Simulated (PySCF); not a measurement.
**AgS: from the state search to spectroscopic constants**

An exercise on one series of results from a longer session: the logs are not shown, and one member is left open.

Computed with PySCF 2.14.0. Level: Ag x2c-TZVPPall, S x2c-TZVPPall, spin-free X2C with a Gaussian nucleus.

The first run:

Settings of the job:

```
atoms                         : Ag, S
charge                        : 0
basis                         : Ag x2c-TZVPPall, S x2c-TZVPPall
Hamiltonian                   : spin-free X2C with a Gaussian nucleus
basis functions               : 121
electrons treated             : 63
masses in u                   : 106.9051, 31.9721
levels                        : PBE0, PBE, r²SCAN, PBEsol, LDA, MN15, M06-2X, ωB97X, HF, MP2, SCS-MP2, CCSD, CCSD(T)
grid                          : 80 radial by 434 angular points
occupations                   : held fixed by the projection of orbital angular momentum
dissociation limit            : Ag + S, each in its ground configuration
starting distance in angstrom : 2.320
values of 2S to try           : 1, 3, 5
```

On the command line:

```sh
$ OMP_NUM_THREADS=2 python dia.py task.json out
```

Among the steps run: Set-up; PBE0 along the bond; Other states along the same grid; PBE (GGA); r²SCAN; PBEsol (GGA); LDA (local density); MN15 (hybrid meta-GGA); M06-2X (hybrid meta-GGA); ωB97X; UHF (mean field); Correlated methods on the Hartree–Fock reference.

One table of the session follows, with a row left open; its other results are not shown here.

Energy (eV) from each level's lowest point:

```
R (Å)    UHF  UHF-MP2  UHF-SCS-MP2    LDA    PBE
1.981  1.381    0.633        0.771  0.467  0.699
2.073  0.746    0.245        0.334  0.142  0.284
2.165  0.346    0.053        0.100  0.011  0.073
2.234  0.161    0.000        0.019  0.000  0.008
2.303  0.051    0.005        0.000  0.042  0.000
2.372  0.000    0.054        0.027  0.122  0.034
2.464  0.002    0.167        0.116  0.268  0.126
2.579  0.084    0.362        0.284  0.489  0.287
2.717      ?        ?            ?      ?      ?
2.902  0.536    1.016        0.912  1.162  0.837
```

Estimate the missing values for R (Å) = 2.717.

Worked estimate for «UHF». A straight line through the neighbours (2.579, 0.084) and (2.902, 0.536) gives 0.084 + (0.536 − 0.084) × (2.717 − 2.579) / (2.902 − 2.579) = 0.277; a parabola fitted to 3 rows on both sides gives 0.237.

**Answer.** UHF: 0.256; UHF-MP2: 0.635; UHF-SCS-MP2: 0.534; LDA: 0.777; PBE: 0.516. In «UHF» the line misses by +0.021 and the parabola by -0.019.
